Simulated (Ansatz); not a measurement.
# AlAu: pressure up to the limit of the methods

An exercise on one series of results from a longer session: the logs are not shown, and one member is left open.

Program: Ansatz 0.2.0. Level of theory: DFT LDA, with the methods named in each step. These are calculated values, not measurements.

## The system as given

Symmetry: Pm-3m, No. 221, cubic system. Conventional cell: a = 3.224 Å, b = 3.224 Å, c = 3.224 Å, α = 90.00°, β = 90.00°, γ = 90.00°. Al (site symmetry m-3m) has 8 Au at 2.79 Å as nearest neighbours. Au (site symmetry m-3m) is surrounded by 8 Al at 2.79 Å.

Structure file:

```cif
data_structure
_symmetry_space_group_name_H-M 'P 1'
_symmetry_Int_Tables_number 1
_cell_length_a 3.2239
_cell_length_b 3.2239
_cell_length_c 3.2239
_cell_angle_alpha 90.000
_cell_angle_beta 90.000
_cell_angle_gamma 90.000
_cell_volume 33.51
loop_
_atom_site_label
_atom_site_type_symbol
_atom_site_fract_x
_atom_site_fract_y
_atom_site_fract_z
_atom_site_occupancy
Al1 Al 0.00000 0.00000 0.00000 1
Au1 Au 0.50000 0.50000 0.50000 1
```

Whether this phase is the stable one at these pressures isn't tested.

Atoms are numbered in the order of the input: Al1, Au2.

The first run:

input.yaml

```yaml
crystal:
  lattice:
    - [3.223942, 0.0, 0.0]
    - [0.0, 3.223942, 0.0]
    - [0.0, 0.0, 3.223942]
  atoms:
    - { symbol: Al, position: [0.0, 0.0, 0.0] }
    - { symbol: Au, position: [0.5, 0.5, 0.5] }
kpoints:
  mp_grid: { grid: [11, 11, 11] }
  band_path:
    path:
      - [0.0, 0.0, 0.0]
      - [0.0, 0.5, 0.0]
      - [0.5, 0.5, 0.0]
      - [0.0, 0.0, 0.0]
      - [0.5, 0.5, 0.5]
      - [0.0, 0.5, 0.0]
      - [0.5, 0.5, 0.5]
      - [0.5, 0.5, 0.0]
    npoints: 14
scf:
  occupations: { method: fermi_dirac, width: 0.05 }
hamiltonian:
  xc: lda
  pseudopotentials: { kind: all_electron, lapw: { basis_error: 0.001 } }
output:
  forces: true
  stress: true
  eigenvalues: true
  populations: true
```

On the command line:

```sh
$ ansatz run input.yaml --threads 1 --pin off --max-ram 2048MiB --backend cpu --events-out ev --progress --plain --runs-dir out
```

Among the steps run: The reference volume, LAPW; Volume scaled by 1, crystal datasets; Volume scaled by 0.85, LAPW; Volume scaled by 0.65, LAPW; Volume scaled by 0.6, LAPW; Volume scaled by 0.6, crystal datasets.

One of the session's tables, all rows but one given; the rest of the session is left out.

```
          method  volume over the first  volume (Å³/atom)  pressure (GPa)
            LAPW                      1            16.755           -7.65
            LAPW                   0.85            14.241           16.95
            LAPW                   0.65            10.890          126.23
            LAPW                    0.6            10.053          186.79
             PAW                      1            16.755           -7.69
             PAW                   0.85            14.241           16.93
             PAW                   0.65                 ?               ?
             PAW                    0.6            10.053          187.18
crystal datasets                      1            16.755           -7.65
crystal datasets                    0.6            10.053          186.79
```

Estimate the missing values for PAW, 0.65.

**Answer.** volume (Å³/atom): 10.890; pressure (GPa): 126.46.

Limits of these values: Warnings in the runs' records: gradients without spin orbit, stress scf threshold loose, crystal datasets made.
